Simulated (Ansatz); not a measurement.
# CH₇BO₂Si: a ladder of functionals and wavefunction methods

Aim: compute CH₇BO₂Si with functionals from several rungs and with coupled cluster. The yardstick is the atomisation energy at the CCSD(T) limit.

Method: functionals in def2-TZVPP, the program's frozen cores in correlated methods; program: Ansatz 0.2.0, Gaussian basis.

Plan: LDA (SPW92), PBE-D4, revPBE-D4, BLYP-D4, r2SCAN-D4, B97M-V, PBE0-D4, B3LYP-D4, r2SCANh-D4, r2SCAN0-D4, HSE06-D4, BHLYP-D4, CAM-B3LYP-D4, LC-ωPBE, ωB97X-V, ωB97M-V, B2PLYP, PBE-QIDH; CCSD(T)/def2-SVP; CCSD(T)/def2-TZVPP; MP2/def2-QZVPP; extrapolation to the limit; RPA on PBE.

## 1. The relaxed structure

The geometry comes from an earlier relaxation with PBE0-D4 in a triple-zeta def2 set; it is a stationary point, not always the lowest conformer.

SMILES `OCOB[SiH3]`, 12 atoms, charge 0, spin multiplicity 1.

Atoms are counted from 1 here; the program's logs count them from 0.

Bond lengths: O1–C2 1.384 Å, O1–H6 0.962 Å, C2–O3 1.420 Å, C2–H7 1.092 Å, C2–H8 1.093 Å, O3–B4 1.351 Å, B4–Si5 2.034 Å, B4–H9 1.201 Å, Si5–H10 1.490 Å, Si5–H11 1.491 Å, Si5–H12 1.491 Å. Angles: C2–O1–H6 109.0°, O1–C2–O3 112.0°, O1–C2–H7 106.5°, O1–C2–H8 112.5°, O3–C2–H7 110.0°, O3–C2–H8 105.6°, H7–C2–H8 110.3°, C2–O3–B4 121.1°, O3–B4–Si5 125.5°, O3–B4–H9 114.3°, Si5–B4–H9 120.2°, B4–Si5–H10 115.0°, B4–Si5–H11 108.6°, B4–Si5–H12 109.7°, H10–Si5–H11 108.1°, H10–Si5–H12 107.8°, H11–Si5–H12 107.3°.

Coordinates:

```xyz
12
CH7BO2Si
O    -1.3450    0.7967    0.9016
C    -1.5334    0.1647   -0.3152
O    -0.5296    0.5118   -1.2569
B     0.7701    0.2185   -1.0324
Si    1.4989   -0.7317    0.6121
H    -1.4946    1.7407    0.7904
H    -1.5022   -0.9080   -0.1157
H    -2.4833    0.4351   -0.7842
H     1.5179    0.6007   -1.8913
H     0.5167   -1.5922    1.3289
H     2.0030    0.2939    1.5696
H     2.6587   -1.5854    0.2269
```

## 2. LDA

This LDA is Slater exchange with PW92 correlation.

Contents of in.yaml:

```yaml
crystal:
  periodic: [false, false, false]
  atoms:
    - {symbol: O, position_ang: [-1.345025, 0.796669, 0.901621]}
    - {symbol: C, position_ang: [-1.533362, 0.164689, -0.315153]}
    - {symbol: O, position_ang: [-0.529557, 0.511812, -1.256921]}
    - {symbol: B, position_ang: [0.770090, 0.218503, -1.032412]}
    - {symbol: Si, position_ang: [1.498866, -0.731668, 0.612131]}
    - {symbol: H, position_ang: [-1.494631, 1.740659, 0.790378]}
    - {symbol: H, position_ang: [-1.502230, -0.908013, -0.115689]}
    - {symbol: H, position_ang: [-2.483308, 0.435146, -0.784190]}
    - {symbol: H, position_ang: [1.517898, 0.600650, -1.891251]}
    - {symbol: H, position_ang: [0.516680, -1.592153, 1.328876]}
    - {symbol: H, position_ang: [2.002997, 0.293897, 1.569596]}
    - {symbol: H, position_ang: [2.658685, -1.585391, 0.226913]}
basis:
  gaussian: {orbitals: def2-TZVPP}
hamiltonian: {xc: lda}
output: {orbitals: {seedname: orbitals}}
```

Launch:

```console
> ansatz run in.yaml --threads 4 --pin off --events-out ev --progress --plain --max-ram 10444MiB
```

After this run come: PBE-D4 (GGA); revPBE-D4 (GGA); BLYP-D4 (GGA); r2SCAN-D4 (meta-GGA); B97M-V (meta-GGA); B3LYP-D4 (hybrid); r2SCANh-D4 (hybrid); r2SCAN0-D4 (hybrid); HSE06-D4 (hybrid); BHLYP-D4 (hybrid); CAM-B3LYP-D4 (range-separated); LC-ωPBE (range-separated); ωB97X-V (range-separated); ωB97M-V (range-separated); B2PLYP (double hybrid); PBE-QIDH (double hybrid); CCSD(T) in def2-SVP; CCSD(T) in def2-TZVPP; MP2 in def2-QZVPP; RPA on PBE orbitals.

**Question.** What will the summary of the whole plan be? Wanted: atomisation energy, CCSD(T)/CBS; farthest beyond LDA; mean size of error, GGA; mean size of error, meta-GGA; mean size of error, hybrid; mean size of error, range-separated; mean size of error, double hybrid; gap, smallest and largest; T1 diagnostic.

The runs gave:

| quantity | value |
| --- | --- |
| atomisation energy, CCSD(T)/CBS | 1028.3 kcal/mol |
| functionals within 5.1 kcal/mol (0.5 %) | BLYP-D4, r2SCAN-D4, B97M-V, PBE0-D4, B3LYP-D4, r2SCANh-D4, HSE06-D4, LC-ωPBE, ωB97X-V, ωB97M-V |
| farthest beyond LDA | BHLYP-D4 (-29.2 kcal/mol) |
| mean size of error, GGA | 8.8 kcal/mol |
| mean size of error, meta-GGA | 2.8 kcal/mol |
| mean size of error, hybrid | 8.6 kcal/mol |
| mean size of error, range-separated | 4.9 kcal/mol |
| mean size of error, double hybrid | 10.4 kcal/mol |
| gap, smallest and largest | 4.12 eV (LDA (SPW92)), 11.49 eV (LC-ωPBE) |
| T1 diagnostic | 0.0141 |
| triples share of the correlation energy | 3.6 % |

**Reading.** LDA overbinds by 150.9 kcal/mol (15 %). PBE-D4 is off by +16.1 kcal/mol. Double hybrids carry the basis error of their MP2 part in triple zeta, and no dispersion term here, so their miss is partly the set-up's. The rungs meta-GGA, range-separated miss on average by less than the doubt on the reference (5.1 kcal/mol), so they tie. Misses under about 5.1 kcal/mol are within the doubt on the reference itself, which lacks core-valence correlation, relativity and higher excitations. Hartree-Fock recovers 73 % of the binding; the rest is correlation. CCSD(T) in def2-SVP is off by -53.2 kcal/mol, which most functionals beat. The gap grows from 4.1 to 11.5 eV across the functionals, mostly with the share of exact exchange.
